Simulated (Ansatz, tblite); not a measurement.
# C10H17BO2: rung by rung, part 1 of 2

Aim: run the singlet of C10H17BO2 at one geometry on many levels, and compare frontier levels, spin and run time.

Program: Ansatz 0.2.0, Gaussian basis. Level of theory: as each input shows. These are calculated values, not measurements.

Levels to be run: GFN1-xTB, GFN2-xTB, PBE-D4/def2-TZVP, r2SCAN-D4/def2-TZVP, B97M-V/def2-TZVP, B3LYP-D4/def2-TZVP, PBE-D4/def2-SVP, PBE0-D4/def2-SVP, HF/STO-3G, HF/6-31G, B3LYP-D4/6-31G, MP2/def2-SVP, RPA/def2-SVP.

4 further runs of the same task are left out: 4 that didn't finish.

### 1 The relaxed structure

The singlet was relaxed beforehand with PBE-D4/def2-SVP.

SMILES `OB(O)C12CC3CC(CC(C3)C1)C2`, 30 atoms, charge 0, spin multiplicity 1.

Bond lengths: O1–B2 1.379 Å, O1–H14 0.973 Å, B2–O3 1.377 Å, B2–C4 1.588 Å, O3–H15 0.974 Å, C4–C5 1.554 Å, C4–C12 1.557 Å, C4–C13 1.548 Å, C5–C6 1.541 Å, C5–H16 1.111 Å, C5–H17 1.113 Å, C6–C7 1.541 Å, C6–C11 1.541 Å, C6–H18 1.112 Å, C7–C8 1.541 Å, C7–H19 1.112 Å, C7–H20 1.112 Å, C8–C9 1.541 Å and more. Angles: B2–O1–H14 114.7°, O1–B2–O3 123.5°, O1–B2–C4 117.5°, O3–B2–C4 119.0°, B2–O3–H15 114.5°, B2–C4–C5 110.3°, B2–C4–C12 108.7°, B2–C4–C13 112.8°, C5–C4–C12 108.0°, C5–C4–C13 108.6°, C12–C4–C13 108.4°, C4–C5–C6 110.6°, C4–C5–H16 109.8°, C4–C5–H17 109.8°, C6–C5–H16 110.2°, C6–C5–H17 109.7°, H16–C5–H17 106.7°, C5–C6–C7 109.5° and more.

PBE0-D4/def2-TZVP was run before; its log isn't repeated, and its numbers join the tables.

### 2 GFN1-xTB

Tight binding, by tblite at 300 K electronic temperature and without a spin-polarisation term:

```python
tblite.interface.Calculator('GFN1-xTB', numbers, positions, charge=0, uhf=0).singlepoint()
```

Energy -1123.7226 eV, HOMO -11.41 eV, LUMO -4.97 eV; 0.093 s.

### 3 GFN2-xTB

Tight binding, by tblite at 300 K electronic temperature and without a spin-polarisation term:

```python
tblite.interface.Calculator('GFN2-xTB', numbers, positions, charge=0, uhf=0).singlepoint()
```

Energy -1077.3296 eV, HOMO -10.21 eV, LUMO -4.44 eV; 0.069 s.

### 4 PBE-D4/def2-TZVP

start.molden holds the orbitals of an earlier run on this state, given as this run's starting guess.

File in.yaml:

```yaml
crystal:
  periodic: [false, false, false]
  atoms:
    - {symbol: O, position_ang: [3.081473, 0.653464, 1.311591]}
    - {symbol: B, position_ang: [2.509164, 0.549542, 0.061584]}
    - {symbol: O, position_ang: [3.202954, 0.752020, -1.110800]}
    - {symbol: C, position_ang: [0.964003, 0.192657, -0.011045]}
    - {symbol: C, position_ang: [0.669310, -1.092375, 0.811733]}
    - {symbol: C, position_ang: [-0.838269, -1.412453, 0.795852]}
    - {symbol: C, position_ang: [-1.303821, -1.624698, -0.657966]}
    - {symbol: C, position_ang: [-1.040616, -0.345416, -1.476528]}
    - {symbol: C, position_ang: [-1.821137, 0.829037, -0.854078]}
    - {symbol: C, position_ang: [-1.356825, 1.044904, 0.599476]}
    - {symbol: C, position_ang: [-1.616902, -0.235904, 1.416573]}
    - {symbol: C, position_ang: [0.151254, 1.363342, 0.615298]}
    - {symbol: C, position_ang: [0.466945, -0.025753, -1.460809]}
    - {symbol: H, position_ang: [4.026048, 0.888743, 1.308965]}
    - {symbol: H, position_ang: [4.141526, 0.980783, -0.989715]}
    - {symbol: H, position_ang: [1.022925, -0.959677, 1.856210]}
    - {symbol: H, position_ang: [1.239105, -1.949409, 0.388355]}
    - {symbol: H, position_ang: [-1.025212, -2.335546, 1.386597]}
    - {symbol: H, position_ang: [-2.386294, -1.878877, -0.680292]}
    - {symbol: H, position_ang: [-0.762052, -2.484130, -1.110026]}
    - {symbol: H, position_ang: [-1.375058, -0.499512, -2.525434]}
    - {symbol: H, position_ang: [-1.655525, 1.754014, -1.448558]}
    - {symbol: H, position_ang: [-2.913300, 0.620868, -0.879796]}
    - {symbol: H, position_ang: [-1.916760, 1.893884, 1.048707]}
    - {symbol: H, position_ang: [-1.302154, -0.085177, 2.472207]}
    - {symbol: H, position_ang: [-2.705226, -0.463875, 1.433759]}
    - {symbol: H, position_ang: [0.493306, 1.543425, 1.656930]}
    - {symbol: H, position_ang: [0.342289, 2.301080, 0.047277]}
    - {symbol: H, position_ang: [0.672247, 0.879390, -2.071502]}
    - {symbol: H, position_ang: [1.036562, -0.854342, -1.934566]}
basis:
  gaussian: {orbitals: def2-TZVP, initial_orbitals: start.molden}
hamiltonian: {xc: pbe, dispersion: d4}
scf: {omitted_lower_state_checks: [starts]}
output: {forces: true, orbitals: {seedname: orbitals}}
```

Command:

```console
ansatz run in.yaml --threads 4 --pin off --events-out ev --progress --plain --max-ram 6963MiB
```

Standard output:

```text
Functional definition: PBE
  name "PBE"
  cite "Perdew, Burke & Ernzerhof, Phys. Rev. Lett. 77, 3865 (1996) doi:10.1103/PhysRevLett.77.3865"
  parent pbe
  parameter kappa = 0.804
  parameter beta = 0.06672455060314922
  exchange = pbe_x(kappa = kappa, mu = beta*pi^2/3)
  correlation = pbe_c(beta = beta)
these checks for a lower state are left out or cut short: starts
3019 factors; their error is unknown
mean field evaluation 1: about -15407.0677 eV, gradient 1.5e1 eV
mean field evaluation 2: about -15407.3190 eV, gradient 2.4e-1 eV
mean field evaluation 4: about -15407.2243 eV, gradient 2.0e-3 eV
mean field -15407.22429666 eV, -566.2050495105 hartree, gradient 2.2e-5 eV, S^2 0.000000; 0 other end points of the search recorded, 0 dependent functions left out
the calculation of the forces begins
reference -15407.22436237 eV, -566.2050519253 hartree; 49, 49 occupied and 456, 456 virtual orbitals, 3019 factors
Total energy: -15408.25235024 eV, -566.2428297826 hartree
Atom 0 at     3.081473     0.653464     1.311591 Å, force     0.179863     0.040819     0.093857 eV/Å
Atom 1 at     2.509164     0.549542     0.061584 Å, force    -0.240009    -0.067062    -0.035474 eV/Å
Atom 2 at     3.202954     0.752020    -1.110800 Å, force     0.162332     0.041011    -0.063073 eV/Å
Atom 3 at     0.964003     0.192657    -0.011045 Å, force    -0.008750     0.000241    -0.007677 eV/Å
Atom 4 at     0.669310    -1.092375     0.811733 Å, force     0.115723    -0.125602     0.112299 eV/Å
Atom 5 at    -0.838269    -1.412453     0.795852 Å, force    -0.024694    -0.113760     0.070371 eV/Å
Atom 6 at    -1.303821    -1.624698    -0.657966 Å, force    -0.075732    -0.160542    -0.068221 eV/Å
Atom 7 at    -1.040616    -0.345416    -1.476528 Å, force    -0.043857    -0.019835    -0.128143 eV/Å
Atom 8 at    -1.821137     0.829037    -0.854078 Å, force    -0.131702     0.104696    -0.088797 eV/Å
Atom 9 at    -1.356825     1.044904     0.599476 Å, force    -0.071103     0.101391     0.053086 eV/Å
Atom 10 at    -1.616902    -0.235904     1.416573 Å, force    -0.111111    -0.010376     0.154139 eV/Å
Atom 11 at     0.151254     1.363342     0.615298 Å, force     0.042219     0.181554     0.087104 eV/Å
Atom 12 at     0.466945    -0.025753    -1.460809 Å, force     0.105226     0.009370    -0.169819 eV/Å
Atom 13 at     4.026048     0.888743     1.308965 Å, force    -0.087472    -0.021251     0.032778 eV/Å
Atom 14 at     4.141526     0.980783    -0.989715 Å, force    -0.056274    -0.010883    -0.041231 eV/Å
Atom 15 at     1.022925    -0.959677     1.856210 Å, force    -0.094713    -0.025156    -0.245424 eV/Å
Atom 16 at     1.239105    -1.949409     0.388355 Å, force    -0.138662     0.196196     0.088712 eV/Å
Atom 17 at    -1.025212    -2.335546     1.386597 Å, force     0.047925     0.217030    -0.138187 eV/Å
Atom 18 at    -2.386294    -1.878877    -0.680292 Å, force     0.250027     0.070412     0.011165 eV/Å
Atom 19 at    -0.762052    -2.484130    -1.110026 Å, force    -0.116717     0.203149     0.106274 eV/Å
Atom 20 at    -1.375058    -0.499512    -2.525434 Å, force     0.082751     0.037004     0.245727 eV/Å
Atom 21 at    -1.655525     1.754014    -1.448558 Å, force    -0.028771    -0.214239     0.139435 eV/Å
Atom 22 at    -2.913300     0.620868    -0.879796 Å, force     0.256720     0.038432     0.013536 eV/Å
Atom 23 at    -1.916760     1.893884     1.048707 Å, force     0.135219    -0.197458    -0.104831 eV/Å
Atom 24 at    -1.302154    -0.085177     2.472207 Å, force    -0.063885    -0.033219    -0.247210 eV/Å
Atom 25 at    -2.705226    -0.463875     1.433759 Å, force     0.253848     0.052330    -0.016682 eV/Å
Atom 26 at     0.493306     1.543425     1.656930 Å, force    -0.085534    -0.053176    -0.241212 eV/Å
Atom 27 at     0.342289     2.301080     0.047277 Å, force    -0.051010    -0.218528     0.122060 eV/Å
Atom 28 at     0.672247     0.879390    -2.071502 Å, force    -0.061385    -0.205963     0.148416 eV/Å
Atom 29 at     1.036562    -0.854342    -1.934566 Å, force    -0.140471     0.183417     0.117024 eV/Å
Dipole moment:     0.502180     0.128351     0.042510 e Å
Checks for a lower state left out: starts
```

Wall time 31 s (4 threads of Intel Xeon at 2.50GHz, shared host); peak memory 1.6 GiB.

Report: HOMO -6.02 eV, LUMO -0.68 eV.

### 5 r2SCAN-D4/def2-TZVP

Changes to in.yaml since step 4:

```diff
@@ -35,4 +35,4 @@
   gaussian: {orbitals: def2-TZVP, initial_orbitals: start.molden}
-hamiltonian: {xc: pbe, dispersion: d4}
+hamiltonian: {xc: r2scan, dispersion: d4}
 scf: {omitted_lower_state_checks: [starts]}
-output: {forces: true, orbitals: {seedname: orbitals}}
+output: {orbitals: {seedname: orbitals}}
```

Same command.

Standard output:

```text
Functional definition: r2SCAN
  name "r2SCAN"
  cite "Furness, Kaplan, Ning, Perdew & Sun, J. Phys. Chem. Lett. 11, 8208 (2020) doi:10.1021/acs.jpclett.0c02405"
  cite "Furness, Kaplan, Ning, Perdew & Sun, J. Phys. Chem. Lett. 11, 9248 (2020) doi:10.1021/acs.jpclett.0c03077"
  parent r2scan
  parameter k0 = 0.174
  parameter k1 = 0.065
  parameter a1 = 4.9479
  exchange = r2scan_x(k0 = k0, k1 = k1, a1 = a1)
  correlation = r2scan_c
these checks for a lower state are left out or cut short: starts
3019 factors; their error is unknown
mean field evaluation 1: about -15418.5617 eV, gradient 7.5e0 eV
mean field evaluation 2: about -15418.6507 eV, gradient 8.1e-2 eV
mean field evaluation 4: about -15418.5615 eV, gradient 1.5e-3 eV
mean field -15418.56148669 eV, -566.6216835594 hartree, gradient 2.0e-5 eV, S^2 0.000000; 0 other end points of the search recorded, 0 dependent functions left out
reference -15418.56150466 eV, -566.6216842198 hartree; 49, 49 occupied and 456, 456 virtual orbitals, 3019 factors
Total energy: -15418.85195108 eV, -566.6323579291 hartree
Checks for a lower state left out: starts
```

Wall time 38 s (4 threads of Intel Xeon at 2.50GHz, shared host); peak memory 1.6 GiB.

HOMO -6.23 eV, LUMO 0.03 eV.

### 6 B97M-V/def2-TZVP

Changes to in.yaml since step 5:

```diff
@@ -35,3 +35,3 @@
   gaussian: {orbitals: def2-TZVP, initial_orbitals: start.molden}
-hamiltonian: {xc: r2scan, dispersion: d4}
+hamiltonian: {xc: {name: B97M-V}}
 scf: {omitted_lower_state_checks: [starts]}
```

Launched as before.

Standard output:

```text
Functional definition: B97M-V
  name "B97M-V"
  cite "Mardirossian & Head-Gordon, J. Chem. Phys. 142, 074111 (2015) doi:10.1063/1.4907719"
  cite "Becke, J. Chem. Phys. 107, 8554 (1997) doi:10.1063/1.475007"
  cite "Vydrov & Van Voorhis, J. Chem. Phys. 133, 244103 (2010) doi:10.1063/1.3521275"
  # Of w^i u^j: cxij and so on, Table III.
  parameter cx00 = 1.000
  parameter cx01 = 1.308
  parameter cx02 = 1.901
  parameter cx10 = 0.416
  parameter cx11 = 3.070
  parameter css00 = 1.000
  parameter css02 = -1.855
  parameter css10 = -5.668
  parameter css32 = -20.497
  parameter css42 = -20.364
  parameter cos00 = 1.000
  parameter cos01 = 1.573
  parameter cos03 = -6.298
  parameter cos10 = 2.535
  parameter cos32 = -6.427
  parameter b = 6.0
  parameter c = 0.01
  gx(w, u) = cx00 + cx01*u + cx02*u^2 + (cx10 + cx11*u)*w
  gss(w, u) = css00 + css02*u^2 + css10*w + (css32*w^3 + css42*w^4)*u^2
  gos(w, u) = cos00 + cos01*u + cos03*u^3 + cos10*w + cos32*w^3*u^2
  exchange = spin_sum(e_x_unif_s*gx(b97_w, b97_u_x))
  correlation = spin_sum(e_c_pw_mod_same_spin*gss(b97_w, b97_u_same))
      + integral(e_c_pw_mod_opposite_spin*gos(b97_w_opposite, b97_u_opposite)) + vv10(b, c)
these checks for a lower state are left out or cut short: starts
3019 factors; their error is unknown
mean field evaluation 1: about -15426.8058 eV, gradient 2.3e1 eV
mean field evaluation 2: about -15427.2146 eV, gradient 4.2e-1 eV
mean field evaluation 4: about -15427.0916 eV, gradient 2.6e-3 eV
mean field evaluation 8: about -15427.0916 eV, gradient 1.1e-5 eV
mean field -15427.09159886 eV, -566.9351594000 hartree, gradient 1.1e-5 eV, S^2 0.000000; 0 other end points of the search recorded, 0 dependent functions left out
reference -15427.09168759 eV, -566.9351626606 hartree; 49, 49 occupied and 456, 456 virtual orbitals, 3019 factors
Total energy: -15427.09168759 eV, -566.9351626606 hartree
Checks for a lower state left out: starts
```

Run time: 86 s. Hardware: 4 threads of Intel Xeon at 2.50GHz, shared host; peak memory 1.8 GiB.

Report: HOMO -6.41 eV, LUMO -0.47 eV.

### 7 B3LYP-D4/def2-TZVP

Changes to in.yaml since step 6:

```diff
@@ -35,3 +35,3 @@
   gaussian: {orbitals: def2-TZVP, initial_orbitals: start.molden}
-hamiltonian: {xc: {name: B97M-V}}
+hamiltonian: {xc: {name: B3LYP}, dispersion: d4}
 scf: {omitted_lower_state_checks: [starts]}
```

The command is unchanged.

Standard output:

```text
Functional definition: B3LYP
  name "B3LYP"
  cite "Stephens, Devlin, Chabalowski & Frisch, J. Phys. Chem. 98, 11623 (1994) doi:10.1021/j100096a001"
  cite "Becke, Phys. Rev. A 38, 3098 (1988) doi:10.1103/PhysRevA.38.3098"
  cite "Lee, Yang & Parr, Phys. Rev. B 37, 785 (1988) doi:10.1103/PhysRevB.37.785"
  cite "Vosko, Wilk & Nusair, Can. J. Phys. 58, 1200 (1980) doi:10.1139/p80-159"
  parameter a0 = 0.2
  parameter ax = 0.72
  parameter ac = 0.81
  exchange = (1 - a0 - ax)*slater_x + ax*b88_x + a0*exact_x
  correlation = (1 - ac)*vwn_rpa_c + ac*lyp_c
these checks for a lower state are left out or cut short: starts
3019 factors; their error is unknown
mean field evaluation 1: about -15427.2208 eV, gradient 1.2e1 eV
mean field evaluation 2: about -15427.4473 eV, gradient 1.7e-1 eV
mean field evaluation 4: about -15427.3834 eV, gradient 1.1e-3 eV
mean field -15427.38342797 eV, -566.9458839220 hartree, gradient 9.2e-6 eV, S^2 0.000000; 0 other end points of the search recorded, 0 dependent functions left out
reference -15427.38383393 eV, -566.9458988405 hartree; 49, 49 occupied and 456, 456 virtual orbitals, 3019 factors
Total energy: -15429.00222676 eV, -567.0053736801 hartree
Checks for a lower state left out: starts
```

It took 50 s on 4 threads of Intel Xeon at 2.50GHz, shared host; peak memory 3 GiB.

HOMO -7.11 eV, LUMO -0.21 eV.

### 8 PBE-D4/def2-SVP

Changes to in.yaml since step 7:

```diff
@@ -34,4 +34,4 @@
 basis:
-  gaussian: {orbitals: def2-TZVP, initial_orbitals: start.molden}
-hamiltonian: {xc: {name: B3LYP}, dispersion: d4}
+  gaussian: {orbitals: def2-SVP, initial_orbitals: start.molden}
+hamiltonian: {xc: pbe, dispersion: d4}
 scf: {omitted_lower_state_checks: [starts]}
```

Same command.

Standard output:

```text
Functional definition: PBE
  name "PBE"
  cite "Perdew, Burke & Ernzerhof, Phys. Rev. Lett. 77, 3865 (1996) doi:10.1103/PhysRevLett.77.3865"
  parent pbe
  parameter kappa = 0.804
  parameter beta = 0.06672455060314922
  exchange = pbe_x(kappa = kappa, mu = beta*pi^2/3)
  correlation = pbe_c(beta = beta)
these checks for a lower state are left out or cut short: starts
3006 factors; their error is unknown
mean field evaluation 1: about -15390.3821 eV, gradient 1.3e1 eV
mean field evaluation 2: about -15390.8351 eV, gradient 3.0e-1 eV
mean field evaluation 4: about -15390.6869 eV, gradient 1.0e-3 eV
mean field -15390.68688293 eV, -565.5973107654 hartree, gradient 1.1e-5 eV, S^2 0.000000; 0 other end points of the search recorded, 0 dependent functions left out
reference -15390.68692799 eV, -565.5973124212 hartree; 49, 49 occupied and 218, 218 virtual orbitals, 3006 factors
Total energy: -15391.71491585 eV, -565.6350902785 hartree
Checks for a lower state left out: starts
```

It took 10 s on 4 threads of Intel Xeon at 2.50GHz, shared host.

Report: HOMO -5.93 eV, LUMO -0.10 eV.

### 9 PBE0-D4/def2-SVP

Changes to in.yaml since step 8:

```diff
@@ -35,3 +35,3 @@
   gaussian: {orbitals: def2-SVP, initial_orbitals: start.molden}
-hamiltonian: {xc: pbe, dispersion: d4}
+hamiltonian: {xc: pbe0, dispersion: d4}
 scf: {omitted_lower_state_checks: [starts]}
```

The command is unchanged.

Standard output:

```text
Functional definition: PBE0
  name "PBE0"
  cite "Adamo & Barone, J. Chem. Phys. 110, 6158 (1999) doi:10.1063/1.478522"
  cite "Perdew, Burke & Ernzerhof, Phys. Rev. Lett. 77, 3865 (1996) doi:10.1103/PhysRevLett.77.3865"
  parent pbe
  parameter a = 0.25
  parameter kappa = 0.804
  parameter beta = 0.06672455060314922
  exchange = (1 - a)*pbe_x(kappa = kappa, mu = beta*pi^2/3) + a*exact_x
  correlation = pbe_c(beta = beta)
these checks for a lower state are left out or cut short: starts
3006 factors; their error is unknown
mean field evaluation 1: about -15392.7699 eV, gradient 1.1e1 eV
mean field evaluation 2: about -15393.0426 eV, gradient 2.0e-1 eV
mean field evaluation 4: about -15392.9938 eV, gradient 6.0e-4 eV
mean field -15392.99382758 eV, -565.6820894175 hartree, gradient 1.6e-5 eV, S^2 0.000000; 0 other end points of the search recorded, 0 dependent functions left out
reference -15392.99386217 eV, -565.6820906889 hartree; 49, 49 occupied and 218, 218 virtual orbitals, 3006 factors
Total energy: -15393.87435988 eV, -565.7144483829 hartree
Checks for a lower state left out: starts
```

It took 17 s on 4 threads of Intel Xeon at 2.50GHz, shared host; peak memory 1.6 GiB.

HOMO -7.22 eV, LUMO 0.86 eV.

### 10 HF/STO-3G

Changes to in.yaml since step 9:

```diff
@@ -34,4 +34,4 @@
 basis:
-  gaussian: {orbitals: def2-SVP, initial_orbitals: start.molden}
-hamiltonian: {xc: pbe0, dispersion: d4}
+  gaussian: {orbitals: STO-3G}
+hamiltonian: {xc: hf}
 scf: {omitted_lower_state_checks: [starts]}
```

The command is unchanged.

Standard output:

```text
Functional definition: HF
  name "HF"
  cite "Fock, Z. Phys. 61, 126 (1930) doi:10.1007/BF01340294"
  parent pbe
  exchange = exact_x
  correlation = 0
these checks for a lower state are left out or cut short: starts
1198 factors; integrals over basis functions are off by at most 9.5e-5 eV
mean field evaluation 1: about -15131.4005 eV, gradient 3.3e1 eV
mean field evaluation 2: about -15132.3557 eV, gradient 3.3e1 eV
mean field evaluation 4: about -15136.4664 eV, gradient 2.2e0 eV
mean field evaluation 8: about -15136.4835 eV, gradient 9.3e-5 eV
mean field -15136.48354864 eV, -556.2555105356 hartree, gradient 1.0e-5 eV, S^2 0.000000; 0 other end points of the search recorded, 0 dependent functions left out
reference -15136.48354864 eV, -556.2555105356 hartree; 49, 49 occupied and 33, 33 virtual orbitals, 1198 factors
Total energy: -15136.48354864 eV, -556.2555105356 hartree
Checks for a lower state left out: starts
```

Wall time 2.2 s (4 threads of Intel Xeon at 2.50GHz, shared host).

HOMO -8.82 eV, LUMO 9.52 eV.

### 11 HF/6-31G

Changes to in.yaml since step 10:

```diff
@@ -34,3 +34,3 @@
 basis:
-  gaussian: {orbitals: STO-3G}
+  gaussian: {orbitals: 6-31G}
 hamiltonian: {xc: hf}
```

Launched as before.

Standard output:

```text
Functional definition: HF
  name "HF"
  cite "Fock, Z. Phys. 61, 126 (1930) doi:10.1007/BF01340294"
  parent pbe
  exchange = exact_x
  correlation = 0
these checks for a lower state are left out or cut short: starts
2090 factors; integrals over basis functions are off by at most 2.2e-4 eV
mean field evaluation 1: about -15309.7870 eV, gradient 5.2e1 eV
mean field evaluation 2: about -15309.7792 eV, gradient 5.2e1 eV
mean field evaluation 4: about -15316.8291 eV, gradient 5.4e0 eV
mean field evaluation 8: about -15316.9133 eV, gradient 6.7e-5 eV
mean field -15316.91331090 eV, -562.8861819989 hartree, gradient 1.0e-5 eV, S^2 0.000000; 0 other end points of the search recorded, 0 dependent functions left out
reference -15316.91331090 eV, -562.8861819989 hartree; 49, 49 occupied and 102, 102 virtual orbitals, 2090 factors
Total energy: -15316.91331090 eV, -562.8861819989 hartree
Checks for a lower state left out: starts
```

Wall time 6.5 s (4 threads of Intel Xeon at 2.50GHz, shared host).

HOMO -10.17 eV, LUMO 4.70 eV.

### 12 B3LYP-D4/6-31G

Changes to in.yaml since step 11:

```diff
@@ -35,3 +35,3 @@
   gaussian: {orbitals: 6-31G}
-hamiltonian: {xc: hf}
+hamiltonian: {xc: {name: B3LYP}, dispersion: d4}
 scf: {omitted_lower_state_checks: [starts]}
```

Launched as before.

Standard output:

```text
Functional definition: B3LYP
  name "B3LYP"
  cite "Stephens, Devlin, Chabalowski & Frisch, J. Phys. Chem. 98, 11623 (1994) doi:10.1021/j100096a001"
  cite "Becke, Phys. Rev. A 38, 3098 (1988) doi:10.1103/PhysRevA.38.3098"
  cite "Lee, Yang & Parr, Phys. Rev. B 37, 785 (1988) doi:10.1103/PhysRevB.37.785"
  cite "Vosko, Wilk & Nusair, Can. J. Phys. 58, 1200 (1980) doi:10.1139/p80-159"
  parameter a0 = 0.2
  parameter ax = 0.72
  parameter ac = 0.81
  exchange = (1 - a0 - ax)*slater_x + ax*b88_x + a0*exact_x
  correlation = (1 - ac)*vwn_rpa_c + ac*lyp_c
these checks for a lower state are left out or cut short: starts
2090 factors; integrals over basis functions are off by at most 2.2e-4 eV
mean field evaluation 1: about -15397.9981 eV, gradient 9.2e1 eV
mean field evaluation 2: about -15376.9897 eV, gradient 1.3e2 eV
mean field evaluation 4: about -15416.5578 eV, gradient 3.8e0 eV
mean field evaluation 8: about -15417.1215 eV, gradient 2.5e-1 eV
mean field evaluation 16: about -15417.1216 eV, gradient 2.6e-4 eV
mean field -15417.12164554 eV, -566.5687703731 hartree, gradient 1.6e-5 eV, S^2 0.000000; 0 other end points of the search recorded, 0 dependent functions left out
reference -15417.12194229 eV, -566.5687812787 hartree; 49, 49 occupied and 102, 102 virtual orbitals, 2090 factors
Total energy: -15418.74033513 eV, -566.6282561183 hartree
Checks for a lower state left out: starts
```

It took 11 s on 4 threads of Intel Xeon at 2.50GHz, shared host.

From the report: HOMO -6.88 eV, LUMO 0.73 eV.

(Continued in part 2 of 2.)
